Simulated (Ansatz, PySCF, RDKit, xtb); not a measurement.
**ZnSiNH4Br: from the formula to a structure**

Only the formula ZnSiNH4Br is given. Aim: find the structure of lowest free energy at 298.15 K, then its properties.

Plan: many cheap relaxations first (GFN2-xTB), then density-functional screening, relaxation at PBE0-D3(BJ)/def2-SVP, vibrations and a final energy. The numbers are computed, not measured.

9 further runs of the same task are left out: 2 for a known fault of the program, 7 set aside as unsound or not needed.

**1. Possible bonding patterns**

A program enumerates the bonding patterns with one Lewis structure each (two rings at most, one unusual centre or charged pair), with their diastereomers. O–O, O–halogen and N–halogen bonds and N–N–N chains are not drawn. That gives 26 candidates.

c028 [NH3+][ZnH-][Si]Br; c034 [NH2][ZnH-][SiH+]Br; c059 [NH2][Zn][SiH2]Br; c067 [ZnH][NH][SiH2]Br; c086 [NH3+][Si-]([ZnH])Br; c088 [ZnH][NH2+][SiH-]Br; c187 [SiH][NH2+][ZnH-][Br]; c211 [NH3+][ZnH-][Si]Br (triplet); c224 [Br][Zn-]1[NH2+][SiH2]1; c237 [SiH][NH2+][ZnH-][Br] (triplet); c265 N[Si+]([ZnH2-])Br; c295 [ZnH2-][NH2+][Si]Br (triplet); c480 [NH3+][Zn-]([SiH])[Br]; c509 [SiH2-][NH2+][Zn][Br]; c539 [ZnH2-]/[NH+]=[SiH]/Br; c625 [ZnH2-][NH2+][Si]Br; c635 N[Si@H]([ZnH])Br; c652 [ZnH2-]/[NH+]=[SiH]\Br; c692 N[SiH2][Zn][Br]; c696 N[SiH+][ZnH-][Br]; c841 [NH3+][Zn-]([SiH])[Br] (triplet); c843 [SiH2]=[NH+][ZnH-][Br]; c863 Br[Si@@H]1[NH2+][ZnH-]1; c981 [NH2][Zn-]([SiH2+])[Br]; c984 [SiH3][NH][Zn][Br].

Candidates are built by distance geometry, with a force field where one applies, in up to four conformers (letters a to d). 9 starts with atoms placed at random are added, to find patterns that the rules miss.

Q: Predict the outcome of this search (final energies at CCSD(T)/def2-SVP + MP2/def2-TZVPP - MP2/def2-SVP).

| quantity | value |
| --- | --- |
| lowest structure found | N[SiH2][Zn][Br], singlet, C1 |
| next finalist | [ZnH][NH][SiH2]Br, singlet, 2.0 kcal/mol higher in G |
| share at equilibrium, among the finalists | 96.6 % |
| harmonic wavenumbers, lowest and highest (PBE0-D3(BJ)/def2-SVP) | 56 and 3696 cm⁻¹ |
| rotational constants, same geometry | 0.46, 0.02335, 0.02242 cm⁻¹ |
| dipole moment (PBE0/def2-TZVPD) | 3.23 D |
| HOMO energy (PBE0/def2-TZVPD) | -7.45 eV |
| LUMO energy (PBE0/def2-TZVPD) | -1.36 eV |
| HOMO–LUMO gap (PBE0/def2-TZVPD) | 6.09 eV |
| lowest excitation (TD-B3LYP/def2-SVPD) | 4.82 eV (f = 0.008) |
| strongest of the states computed, same level | 5.61 eV (f = 0.058) |
| lowest triplet excitation, same level, Tamm-Dancoff | 4.41 eV |
| vertical ionisation energy | 9.33 eV |
| vertical electron affinity | 0.07 eV |
| vertical triplet less singlet | +4.37 eV |

`N[SiH2][Zn][Br]` comes out lowest. The margin, 2.0 kcal/mol, is modest. PBE0-D3(BJ)/def2-SVP, HF/def2-SVP and MP2/def2-SVP already put its bonding pattern lowest among the structures in one piece. The search is not exhaustive (a finite list of starts, one conformer a finalist), so a lower isomer can't be ruled out. Patterns outside the rules of the enumeration were met only by chance.
